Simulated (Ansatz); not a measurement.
**WN+ (singlet): geometry optimisation**

Aim: relax a generated start of WN+ (singlet) and see which bonds hold.

The runs use Ansatz 0.2.0, Gaussian basis; RKS PBE0/def2-TZVP.

## Step 1: The starting structure

2 atoms, charge 1, spin multiplicity 1.

Atoms are counted from 1 here; the program's logs count them from 0.

Bond lengths: W1–N2 2.160 Å.

As a file:

```xyz
2

W     0.0000    0.0000    0.0000
N     0.0000    0.0000    2.1600
```

The start is set by covalent radii. Sticks and bond lists go by distance. No spin-orbit coupling is included. Elements past krypton take def2 core potentials.

## Step 2: The run

The input, in.yaml:

```yaml
crystal:
  periodic: [false, false, false]
  atoms:
    - {symbol: W, position_ang: [0.000000, 0.000000, 0.000000]}
    - {symbol: N, position_ang: [0.000000, 0.000000, 2.160000]}
basis:
  gaussian: {orbitals: def2-TZVP}
total_charge: 1
hamiltonian: {xc: pbe0}
relax: {f_tol: 0.004, max_steps: 80}
```

Run with:

```bash
$ ansatz run in.yaml --threads 1 --pin off --events-out ev --progress --plain --max-ram 2176MiB
```

**Question.** What will these runs give? Wanted: energy gained; shift from the start; total energy.

The runs gave:

```
                  quantity          value
                     steps              7
             energy gained       4.458 eV
shift from the start (rms)        0.271 Å
              total energy  -3301.6313 eV
```

In words: The bonds of the start are those of the end. W1–N2 went from 2.160 to 1.617 Å. No vibrations were run, so this is a stationary point, not a proven minimum, and this spin need not be the ground state's.
